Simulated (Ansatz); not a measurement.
# SnF2: one species, many methods

The task here is to estimate one member of a computed series from the others.

Program: Ansatz 0.2.0, Gaussian basis. Level of theory: functionals in def2-TZVPP, the program's frozen cores in correlated methods. These are calculated values, not measurements.

Levels to be run: LDA (SPW92), PBE-D4, revPBE-D4, BLYP-D4, r2SCAN-D4, B97M-V, PBE0-D4, B3LYP-D4, r2SCANh-D4, r2SCAN0-D4, HSE06-D4, BHLYP-D4, CAM-B3LYP-D4, LC-ωPBE, ωB97X-V, ωB97M-V, B2PLYP, PBE-QIDH; CCSD(T)/def2-SVP; CCSD(T)/def2-TZVPP; CCSD(T)/def2-QZVPP; extrapolation to the limit; RPA on PBE.

## The relaxed structure

An earlier PBE0-D4 in a triple-zeta def2 set relaxation fixed the geometry. Sn takes the def2 core potential; no spin-orbit term is included.

SMILES `[F][Sn][F]`, 3 atoms, charge 0, spin multiplicity 1.

Atoms are counted from 1 here; the program's logs count them from 0.

Bond lengths: F1–Sn2 1.932 Å, Sn2–F3 1.932 Å. Angles: F1–Sn2–F3 95.7°.

The first run:

in.yaml reads:

```yaml
crystal:
  periodic: [false, false, false]
  atoms:
    - {symbol: F, position_ang: [-1.297404, 0.293424, -0.686320]}
    - {symbol: Sn, position_ang: [0.327844, 0.730874, 0.262122]}
    - {symbol: F, position_ang: [0.958560, -1.089099, 0.410998]}
basis:
  gaussian: {orbitals: def2-TZVPP}
hamiltonian: {xc: lda}
output: {orbitals: {seedname: orbitals}}
```

Started as:

```console
ansatz run in.yaml --threads 2 --pin off --events-out ev --progress --plain --max-ram 22528MiB --backend cpu
```

Among the steps run: LDA; PBE-D4 (GGA); revPBE-D4 (GGA); BLYP-D4 (GGA); r2SCAN-D4 (meta-GGA); B97M-V (meta-GGA); PBE0-D4 (hybrid); B3LYP-D4 (hybrid); r2SCANh-D4 (hybrid); r2SCAN0-D4 (hybrid); HSE06-D4 (hybrid); BHLYP-D4 (hybrid); CAM-B3LYP-D4 (range-separated); LC-ωPBE (range-separated); ωB97X-V (range-separated); ωB97M-V (range-separated); B2PLYP (double hybrid); PBE-QIDH (double hybrid).

One table of the session follows, with a row left open; its other results are not shown here.

It belongs to the step «Frontier levels by functional». 

```
  functional  HOMO (eV)  LUMO (eV)  gap (eV)
 LDA (SPW92)      -7.76      -3.73      4.03
      PBE-D4      -7.46      -3.44      4.02
   revPBE-D4      -7.37      -3.33      4.04
     BLYP-D4      -7.40      -3.42      3.98
   r2SCAN-D4      -7.80      -3.38      4.43
      B97M-V      -7.62      -3.40      4.22
     PBE0-D4      -8.72      -2.77      5.95
    B3LYP-D4          ?          ?         ?
  r2SCANh-D4      -8.28      -3.12      5.16
  r2SCAN0-D4      -8.97      -2.74      6.23
    HSE06-D4      -8.32      -3.13      5.18
    BHLYP-D4      -9.88      -2.12      7.75
CAM-B3LYP-D4     -10.10      -1.88      8.22
     LC-ωPBE     -11.23      -0.70     10.52
     ωB97X-V     -10.94      -0.81     10.13
     ωB97M-V     -10.91      -0.98      9.93
```

Estimate the missing values for B3LYP-D4.

Worked estimate for «HOMO (eV)». Against the share of exact exchange, BLYP-D4 (0, -7.40), BHLYP-D4 (0.5, -9.88) give a slope of -4.96 per unit share; at 0.2 the line stands at -8.39.

The run gave: HOMO (eV): -8.58; LUMO (eV): -3.05; gap (eV): 5.53. In «HOMO (eV)» the line misses by +0.19.
